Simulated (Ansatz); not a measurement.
# GdLuCl2O2 (P4mm): the equilibrium volume, part 2 of 3

Aim: the volume at which the pressure of GdLuCl2O2 (P4mm) vanishes.

Ansatz 0.2.0; DFT PBEsol+U (U_eff = 6 eV on Gd 4f), scalar-relativistic, plane waves, PAW.

## 3. Relaxing cell and atoms (PBEsol+U, 6×6×4 mesh)

Input file input.yaml:

```yaml
crystal:
  lattice:
    - [3.9248677473, 0.0, 0.0]
    - [0.0, 3.9248677473, 0.0]
    - [0.0, 0.0, 6.6221553573]
  atoms:
    - { symbol: Cl, position: [0.0, 0.0, 0.632324086] }
    - { symbol: Cl, position: [0.5, 0.5, 0.3763264103] }
    - { symbol: Gd, position: [0.5, 0.5, 0.8279612961], spin: 7.52 }
    - { symbol: Lu, position: [0.0, 0.0, 0.1764819847] }
    - { symbol: O, position: [0.5, 0.0, 0.9927526114] }
    - { symbol: O, position: [0.0, 0.5, 0.9927526114] }
basis:
  ecutwfc: 420
kpoints:
  mp_grid: { grid: [6, 6, 4] }
hamiltonian:
  xc: pbesol
  hubbard: { sites: [{ species: Gd, l: f, u_eff: 6.0 }] }
scf:
  occupations: { method: gaussian, width: 0.1 }
output:
  forces: true
  stress: true
  eigenvalues: true
  populations: true
  hubbard: { sites: [{ species: Gd, l: f }] }
magnetization:
  spin_polarized: true
relax:
  adjacent_minimum: "off"
  f_tol: 0.05
  max_steps: 50
  cell: { stress_tol: 0.5 }
```

Launch:

```console
> ansatz run input.yaml --threads 8 --pin off --max-ram 14336MiB --backend cpu --events-out ev --progress --plain --runs-dir out
```

What it wrote:

```text
Warning: RAYON_NUM_THREADS=8 ignored (pool sized by the plan → 8); use --threads N
Cl: projections on atomic orbitals take those of the free atom [Ne] 3s2 3p5, of charge +0.00 (hamiltonian.pseudopotentials.projection_atoms); the dataset's partial waves leave at most 2.1e-7 of an orbital's norm unspanned inside its sphere
Gd: projections on atomic orbitals take those of the free atom [Kr 4d10] 4f7 5s2 5p6 5d1 6s2, of charge +0.00 (hamiltonian.pseudopotentials.projection_atoms); the dataset's partial waves leave at most 2.5e-4 of an orbital's norm unspanned inside its sphere
Lu: projections on atomic orbitals take those of the free atom [Kr 4d10] 4f14 5s2 5p6 5d1 6s2, of charge +0.00 (hamiltonian.pseudopotentials.projection_atoms); the dataset's partial waves leave at most 5.1e-5 of an orbital's norm unspanned inside its sphere
O: projections on atomic orbitals take those of the free atom [He] 2s2 2p4, of charge +0.00 (hamiltonian.pseudopotentials.projection_atoms); the dataset's partial waves leave at most 1.9e-8 of an orbital's norm unspanned inside its sphere
Engine: ansatz 0.2.0, aarch64-unknown-linux-gnu
Pseudopotentials: kind: paw
Pseudopotential: Cl, paw, valence charge 7, recommended cutoff 420 eV (normal), Cl.paw.azcp
Pseudopotential: Gd, paw, valence charge 18, recommended cutoff 420 eV (normal), Gd.paw.azcp
Pseudopotential: Lu, paw, valence charge 25, recommended cutoff 420 eV (normal), Lu.paw.azcp
Pseudopotential: O, paw, valence charge 6, recommended cutoff 420 eV (normal), O.paw.azcp
Functional definition: PBEsol
  exchange = pbesol_x
  correlation = pbesol_c
Crystal: 6 atoms, lattice volume = 102.012 Å³
Basis set: ecut = 420 eV, 2015 PW (Γ), exchange–correlation on 54×54×90 points (8 copies of the dense FFT grid, shifted against one another)
Bands: 46, of which v1, the nominal top of the filled ones, is band 35 counted from 1 (34 counted from 0)
Symmetry: 8 space group operations
Space group: P4mm (ITA 99), of the structure as read, at distance tolerance 4.7e-5 Å
Magnetic group: BNS 99.163 (UNI 823), of the structure as read, at distance tolerance 4.7e-5 Å
k-points: 30 of 144 (time reversal used)
Non-local potential: Cl, projectors of the file, l = 0: 2, l = 1: 2, l = 2: 2
Non-local potential: Gd, projectors of the file, l = 0: 3, l = 1: 2, l = 2: 2, l = 3: 3
Non-local potential: Lu, projectors of the file, l = 0: 3, l = 1: 2, l = 2: 2, l = 3: 3
Non-local potential: O, projectors of the file, l = 0: 2, l = 1: 2, l = 2: 1
PAW form: soft (Blöchl's): semilocal exchange-correlation on the pseudo side does not see the compensation charge
PAW frozen core: Cl, regenerated for the run's functional, and the local potential with it (the file was generated under x = pbe(κ = 0.804, μ = 0.2195149727645171), c = pbe(β = 0.06672455060314922))
PAW frozen core: Gd, regenerated for the run's functional, and the local potential with it (the file was generated under x = pbe(κ = 0.804, μ = 0.2195149727645171), c = pbe(β = 0.06672455060314922))
PAW frozen core: Lu, regenerated for the run's functional, and the local potential with it (the file was generated under x = pbe(κ = 0.804, μ = 0.2195149727645171), c = pbe(β = 0.06672455060314922))
PAW frozen core: O, regenerated for the run's functional, and the local potential with it (the file was generated under x = pbe(κ = 0.804, μ = 0.2195149727645171), c = pbe(β = 0.06672455060314922))
PAW one-centre angular grid: Cl, 110 points (default); XC on 64 Gauss nodes
PAW one-centre angular grid: Gd, 590 points (default); XC on 64 Gauss nodes
PAW one-centre angular grid: Lu, 590 points (default); XC on 64 Gauss nodes
PAW one-centre angular grid: O, 110 points (default); XC on 64 Gauss nodes
Initial density: superposition of atomic densities (chi_scale 0.1, normalization cell, long waves kept (reshape's long-wave potential 0.06 eV rms))
Starting moments: Σ|m| = 7.52 μB on 1 of 6 sites
Initial wavefunctions: pseudopotential atomic-orbital guess
Functional: x = pbesol(κ = 0.804, μ = 0.12345679012345678), c = pbesol(β = 0.046)
SCF iter   1: F=—  HF=-27099.543135 eV  |F-HF|=—  |Δ(HF+E_count)|=         —  Δρ=4.88e-2 (↑4.88e-2 ↓4.42e-2)  dr2=1.62e1  dr2_m=3.31e-1  M=7.000 μB ∫|m|=7.048 μB  β_m=0.30  ethr=3.10e-3  ⟨swp⟩=5.8  Hψ=11731  notcnv=0
Mixer restart at iter 1: flushing history
preconditioner: auto → Resta (q_TF=auto, 2.556 Å⁻¹)  ε∞=6.3  [insulator: Δε(μ)=0.628 eV  Ē_g=12.252 eV  σ=0.100 eV  W_gap=1.00  n_scr=36 (ndim 8)  ℏωp=28.2 eV  f_vac=0.000  D(μ)=0.00/eV (n_scr^D=0)  ε∞_Penn≈6.3]
spin=Collinear: Resta preconditioning applied to the charge; magnetization (m = ρ↑ − ρ↓) channel mixes plain (no charge-response kernel on spin).
SCF iter   2: F=—  HF=-27096.881712 eV  |F-HF|=—  |Δ(HF+E_count)|=    2.66e0  Δρ=2.84e-2 (↑2.82e-2 ↓2.84e-2)  dr2=5.32e0  dr2_m=2.14e-1  M=7.000 μB ∫|m|=7.074 μB  β_m=0.47  ethr=3.10e-3  ⟨swp⟩=4.1  Hψ=6575  notcnv=0  defer=197
SCF iter   3: F=—  HF=-27095.776306 eV  |F-HF|=—  |Δ(HF+E_count)|=    1.11e0  Δρ=1.25e-2 (↑1.16e-2 ↓1.25e-2)  dr2=9.54e-1  dr2_m=3.88e-2  M=7.000 μB ∫|m|=7.092 μB  β_m=0.49  ethr=3.10e-3  ⟨swp⟩=4.6  Hψ=6072  notcnv=0  defer=195
SCF iter   4: F=—  HF=-27095.606946 eV  |F-HF|=—  |Δ(HF+E_count)|=   1.69e-1  Δρ=5.72e-3 (↑5.27e-3 ↓5.72e-3)  dr2=1.92e-1  dr2_m=1.84e-3  M=7.000 μB ∫|m|=7.094 μB  β_m=0.63  ethr=1.38e-3  ⟨swp⟩=4.7  Hψ=7429  notcnv=0  defer=180
SCF iter   5: F=—  HF=-27095.596008 eV  |F-HF|=—  |Δ(HF+E_count)|=   1.09e-2  Δρ=3.14e-3 (↑3.14e-3 ↓2.08e-3)  dr2=2.81e-2  dr2_m=9.31e-4  M=7.000 μB ∫|m|=7.097 μB  β_m=0.63  ethr=2.78e-4  ⟨swp⟩=4.5  Hψ=6724  notcnv=0  defer=165
SCF iter   6: F=—  HF=-27095.577708 eV  |F-HF|=—  |Δ(HF+E_count)|=   1.83e-2  Δρ=1.16e-3 (↑1.16e-3 ↓1.11e-3)  dr2=7.37e-3  dr2_m=2.07e-5  M=7.000 μB ∫|m|=7.100 μB  β_m=0.64  ethr=4.07e-5  ⟨swp⟩=3.3  Hψ=6152  notcnv=0  defer=165
SCF iter   7: F=—  HF=-27095.576033 eV  |F-HF|=—  |Δ(HF+E_count)|=   1.68e-3  Δρ=3.63e-4 (↑3.52e-4 ↓3.63e-4)  dr2=7.98e-4  dr2_m=1.11e-6  M=7.000 μB ∫|m|=7.100 μB  β_m=0.82  ethr=1.07e-5  ⟨swp⟩=2.7  Hψ=5879  notcnv=0  defer=165
SCF iter   8: F=—  HF=-27095.576495 eV  |F-HF|=—  |Δ(HF+E_count)|=   4.62e-4  Δρ=3.10e-4 (↑2.99e-4 ↓3.10e-4)  dr2=3.04e-4  dr2_m=2.95e-6  M=7.000 μB ∫|m|=7.101 μB  β_m=0.79  ethr=1.16e-6  ⟨swp⟩=2.5  Hψ=4897  notcnv=0  defer=165
SCF iter   9: F=—  HF=-27095.576459 eV  |F-HF|=—  |Δ(HF+E_count)|=   3.61e-5  Δρ=1.22e-4 (↑1.22e-4 ↓1.16e-4)  dr2=4.11e-5  dr2_m=8.12e-7  M=7.000 μB ∫|m|=7.101 μB  β_m=0.77  ethr=4.40e-7  ⟨swp⟩=2.3  Hψ=4955  notcnv=0  defer=165
SCF iter  10: F=—  HF=-27095.576457 eV  |F-HF|=—  |Δ(HF+E_count)|=   2.25e-6  Δρ=3.35e-5 (↑3.35e-5 ↓2.35e-5)  dr2=2.82e-6  dr2_m=1.48e-7  M=7.000 μB ∫|m|=7.101 μB  β_m=0.88  ethr=5.96e-8  ⟨swp⟩=2.5  Hψ=5128  notcnv=0  defer=165
SCF iter  11: F=—  HF=-27095.576458 eV  |F-HF|=—  |Δ(HF+E_count)|=   1.10e-6  Δρ=9.47e-6 (↑9.47e-6 ↓8.76e-6)  dr2=3.12e-7  dr2_m=1.78e-9  M=7.000 μB ∫|m|=7.101 μB  β_m=0.94  ethr=4.09e-9  ⟨swp⟩=2.7  Hψ=4972  notcnv=0  defer=165
SCF iter  12: F=—  HF=-27095.576458 eV  |F-HF|=—  |Δ(HF+E_count)|=   1.06e-8  Δρ=3.64e-6 (↑3.64e-6 ↓3.59e-6)  dr2=4.81e-8  dr2_m=5.90e-10  M=7.000 μB ∫|m|=7.101 μB  β_m=0.94  ethr=1.45e-10  ⟨swp⟩=15.6  Hψ=22896  notcnv=0
SCF iter  13: F=-27095.576458 eV  HF=-27095.576458 eV  |F-HF|=5.30e-9  |Δ(HF+E_count)|=   1.71e-8  Δρ=1.07e-6 (↑1.07e-6 ↓8.55e-7)  dr2=3.14e-9  dr2_m=1.89e-10  M=7.000 μB ∫|m|=7.101 μB  ethr=6.98e-11  ⟨swp⟩=5.6  Hψ=10739  notcnv=0
SCF 1 converged in 13 iterations: F = -27095.576458 eV  dr2 = 3.14e-9
relax step   1: F+E_penalty+E_count = -27095.57645774 eV  Δ(F+E_penalty+E_count) = +0.000e0 eV  max|allowed force component| = 1.847e0 eV/Å  Δτ_max = 0.0000 Å  P = -4.860 GPa  Ω = 102.012 Å³  (13 SCF iters, dr2 threshold 1.00e-7 eV, accepted)
[... 19 lines left out ...]
relax step   2: F+E_penalty+E_count = -27095.68946767 eV  Δ(F+E_penalty+E_count) = -1.130e-1 eV  max|allowed force component| = 1.100e0 eV/Å  Δτ_max = 0.1950 Å  P = +2.682 GPa  Ω = 96.694 Å³  energy of the carried Pulay correction = +9.588e-3 eV  (10 SCF iters, dr2 threshold 6.00e-7 eV, accepted)
[... 18 lines left out ...]
relax step   3: F+E_penalty+E_count = -27095.86740677 eV  Δ(F+E_penalty+E_count) = -1.779e-1 eV  max|allowed force component| = 2.679e-1 eV/Å  Δτ_max = 0.1108 Å  P = -0.284 GPa  Ω = 97.776 Å³  energy of the carried Pulay correction = +7.595e-3 eV  (10 SCF iters, dr2 threshold 6.00e-7 eV, accepted)
[... 16 lines left out ...]
relax step   4: F+E_penalty+E_count = -27095.86981643 eV  Δ(F+E_penalty+E_count) = -2.410e-3 eV  max|allowed force component| = 3.634e-1 eV/Å  Δτ_max = 0.0302 Å  P = -0.805 GPa  Ω = 97.921 Å³  energy of the carried Pulay correction = +7.331e-3 eV  (9 SCF iters, dr2 threshold 6.00e-7 eV, accepted)
[... 12 lines left out ...]
relax step   5: F+E_penalty+E_count = -27095.87613027 eV  Δ(F+E_penalty+E_count) = -6.314e-3 eV  max|allowed force component| = 4.509e-2 eV/Å  Δτ_max = 0.0149 Å  P = -0.116 GPa  Ω = 97.817 Å³  energy of the carried Pulay correction = +7.521e-3 eV  (7 SCF iters, dr2 threshold 6.00e-7 eV, accepted)
[... 11 lines left out ...]
relax step   6: F+E_penalty+E_count = -27095.86973853 eV  Δ(F+E_penalty+E_count) = +6.392e-3 eV  max|allowed force component| = 4.517e-2 eV/Å  Δτ_max = 0.0000 Å  P = -0.212 GPa  Ω = 97.817 Å³  stress off target by 3.45e-1 GPa  SCF on the basis re-selected at this cell (its energy is not comparable with the rows above)  (6 SCF iters)
basis re-selected at this cell: Δ(F+E_penalty+E_count) = +6.392e-3 eV, ΔP = -0.096 GPa vs the last step (what re-selecting the basis moved, of the pressure what is left beyond the Pulay correction that the steps carried, after the strain that the cell walked since its last selection, with what the two solves' SCF thresholds leave and, on support functions, any second-order correction that the steps lacked; it is no measure of the basis error at this ecutwfc). This SCF's stress stands 3.45e-1 GPa from its target on what of the cell is left free (relax.cell.stress_tol is 5.00e-1 GPa) and its largest allowed force component is 4.52e-2 eV/Å (relax.f_tol is 5.00e-2 eV/Å): within both
SCF converged after 6 iterations
Magnetization: 7.0000 μB (38.0000 up, 31.0000 down)
Absolute magnetization: 7.1094 μB (∫|ρ↑−ρ↓|, with the PAW one-centre terms)
Spin contamination: 0.0079 ħ² per cell (⟨S²⟩ above its minimum at these occupations)
Per-site moments (μB) at R_I (Å): [(-0.008278064760524725, 1.2333759387151368), (-0.0057050757062512645, 1.218564280724588), (6.842716188266661, 0.9352405651232153), (-0.00020388873830857535, 0.9068208545886197), (-0.015847993941519103, 0.9068208545886197), (-0.015847993941518732, 0.9068208545886197)]
Free energy (F): -27095.869739 eV
Harris-Foulkes:  -27095.869739 eV  (|F-HF|=1.89e-10)
Internal energy: -27095.869739 eV  (E = F + TS)
E sigma→0 (E₀):  -27095.869739 eV
Fermi energy:    12.310911 eV
--- Per-component energies (eV) ---
  E_band       = 5.867916
  E_kinetic    = 1499.564585
  E_local      = -11204.990766  (includes V_loc(G=0)·N_el)
  E_nonlocal   = 1026.664298
  E_hartree    = 4735.521854
  E_xc         = -810.540561
  E_vxc        = -946.021039  (∫ρ·V_xc dr)
  E_hubbard    = 0.160049  (on-site DFT+U / exact-exchange correction)
  E_vhub       = -20.811692  (the Hubbard potential's part of the band-sum identity)
  E_paw        = -15189.176840  (= ΣΔE_a)
  E_vpaw       = 180.414745  (= ΣTr[D̂ρ^β])
  E_aug_tail   = 0.005094  (compensation charges beyond the density's cutoff)
  E_ewald      = -7155.158231
  E_core_change = 2.080778  (= ΣΔE_core)
  E_smearing   = -0.000000  (= −TS)
  E_closure    = -0.000000  (closes the sum)
  Σ components = -27095.869739   (vs F -27095.869739, Δ=0.00e0)
--- Forces (eV/Å), atoms counted from 1 ---
  atom   1  Cl     0.00000000     0.00000000     0.04516716
  atom   2  Cl    -0.00000000    -0.00000000    -0.01926433
  atom   3  Gd     0.00000000    -0.00000000     0.04438955
  atom   4  Lu    -0.00000000     0.00000000    -0.01326055
  atom   5  O     -0.00000000    -0.00000000    -0.02851218
  atom   6  O      0.00000000     0.00000000    -0.02851218
  max |Σ_I F_I| component: 7.46e-6 eV/Å
--- Stress (GPa, compression-positive) ---
       -0.344535       0.000000       0.000000
        0.000000      -0.344535       0.000000
        0.000000       0.000000       0.053886
  P = ⅓ Tr σ = -0.2117 GPa (-2.117 kbar)
--- Band table (eV; the first three rows and the last of 60) ---
  k-point 0 ↑: bands = ["-43.5719", "-32.6791", "-14.5283", "-14.2697", "-14.2697", "-10.4853", "-10.0636", "-10.0636", "-5.9455", "-5.7187", "-4.0664", "-3.2872", "4.6188", "4.6408", "4.6408", "4.6916", "4.6916", "4.7073", "4.7453", "6.2829", "7.0439", "7.0439", "7.2552", "7.4641", "7.5014", "7.5014", "7.6332", "7.6332", "7.7498", "7.8539", "7.8626", "7.8825", "7.8825", "8.9457", "8.9457", "9.2669", "9.9634", "9.9634", "14.7611", "14.7807", "15.1134", "15.6399", "16.6338", "16.9286", "18.0854", "18.0854"]
[... 3 lines left out ...]
Occupation matrices written to <dir>
--- Relaxed structure (5 steps of the walk, 5 accepted, 1 SCFs on fresh bases) ---
  F+E_penalty+E_count = -27095.86973853 eV   max|allowed force component| = 4.517e-2 eV/Å   (the final SCF, on the basis selected at the relaxed cell)
  cell:  # Å, volume = 97.8166 Å³
    - [3.868385299889331, -8.088830047918479e-34, 4.5297448268343474e-33]
    - [-8.088830047918479e-34, 3.868385299889331, 0.0]
    - [7.642722227483558e-33, 0.0, 6.536617351370726]
  atoms:
    - { symbol: Cl, position: [6.051958310472039e-34, -6.588873714519077e-83, 0.6231587735822336] }
    - { symbol: Cl, position: [0.5, 0.5, 0.3729937460511159] }
    - { symbol: Gd, position: [0.5, 0.5, 0.8249240132220294] }
    - { symbol: Lu, position: [1.1449650857649798e-34, -8.236092143148846e-84, 0.16573529061729353] }
    - { symbol: O, position: [0.5, -4.155529575198151e-67, 1.005893588213664] }
    - { symbol: O, position: [-2.535279832765314e-33, 0.5, 1.005893588213664] }
--- Löwdin populations: 6 sites ---
  site symbol       q [e]    m [muB]
     0     Cl      7.2443    -0.0080
     1     Cl      7.2615    -0.0060
     2     Gd     17.1090     7.0345
     3     Lu     24.0735     0.0007
     4      O      6.5821    -0.0123
     5      O      6.5821    -0.0123
  spilling = 0.002136 (of n_electrons = 69.000000)
--- Occupation matrices: 1 shell (run DFT+U table (all-electron-ortho-atomic); ε = 1.24e-5) ---
  Gd2 f_4F: site group C4v (4mm)
  Gd2 f_4F up     Tr n = 6.9951  λ = 0.998 0.999 0.999 0.999 1.000 1.000 1.000  [z(x2-y2) 1.00 B1(1.00) | z3 1.00 A1(1.00) | 2× x(x2-3y2) 0.36 E(1.00) | xyz 1.00 B2(1.00) | 2× xz2 0.36 E(1.00)]
  Gd2 f_4F dn     Tr n = 0.0488  λ = 0.004 0.004 0.006 0.007 0.007 0.007 0.013  [2× xz2 0.49 E(1.00) | xyz 1.00 B2(1.00) | z3 1.00 A1(1.00) | 2× x(x2-3y2) 0.49 E(1.00) | z(x2-y2) 1.00 B1(1.00)]
  Tr n, λ and their labels are of the run-group-symmetrised matrices; stabiliser: 8 of 16 elements of G0×{1,Θ} (closed), max defect 5.8e-15 at τ = 2.6e-6
```

Run time: 44 s. Hardware: 8 threads of Arm Neoverse V1, shared host; peak memory 0.84 GiB.

How the relaxation went:

```csv
step,energy from step 1 (meV/atom),largest force component (eV/Å),pressure (GPa),volume (Å³/atom)
1,0.0,1.847,-4.86,17.002
2,-18.8,1.100,2.68,16.116
3,-48.5,0.268,-0.28,16.296
4,-48.9,0.363,-0.81,16.320
5,-49.9,0.045,-0.12,16.303
6,-48.9,0.045,-0.21,16.303
```

Step 1 is the start. Step 6 repeats the geometry before it on a plane-wave basis chosen anew for the final cell, which shifts the energy by +1.1 meV/atom. The run keeps the 8 symmetry operations that it found, so it can't reach a distortion that breaks them.

This gives: volume 16.303 Å³/atom, pressure -0.21 GPa, mesh gap 4.69 eV, moments in the atoms' spheres Gd 6.84 μB.

(Part 2 of 3 ends here.)
